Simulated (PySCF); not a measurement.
# C3H9OPSi2: the cost of one run

Programs: PySCF 2.14.0, with routines of our own; each step states its level. All values are computed. Atoms count from 0.

## Step 1: The system as given

16 atoms, charge 0, multiplicity 1; geometry from: GFN2-xTB.

## Step 2: Magnetic properties: GIAO PBE0/pcSseg-1

What the job is given:

```
{"job": {"kind": "mag", "xc": "PBE0", "basis": "pcSseg-1", "isotopologues": 2}, "charge": 0, "multiplicity": 1}
C      3.675206    -1.294520     0.903409
C      2.888747    -0.491490     0.474584
Si     1.660988     0.740483    -0.160414
Si    -0.406792     0.125418     0.678809
P     -1.264411    -1.917619     0.244220
O     -1.324085     1.236813    -0.084181
C     -2.716283     1.290281    -0.144213
H      4.366610    -1.994521     1.277948
H      2.124372     2.055119     0.305435
H      1.785802     0.713929    -1.628404
H     -0.594909     0.229887     2.142863
H     -0.195003    -2.606686     0.778660
H     -0.754466    -2.007054    -1.039888
H     -3.119232     1.718601     0.776383
H     -2.997330     1.920608    -0.988642
H     -3.136813     0.289696    -0.280496
```

With the program's defaults for keys left out, this is: GIAO PBE0/pcSseg-1 magnetisability, rotational g tensor and spin-rotation constants, non-relativistic, gas phase.

On the command line:

```console
$ OMP_NUM_THREADS=1 python excited_run.py task.json out
```

This one command runs all jobs of the session in turn.

**Question.** How long does this first job take on 1 thread of Arm Neoverse V1, shared host, and how much memory does it need?

About 32 s, with a peak of 0.83 GiB.
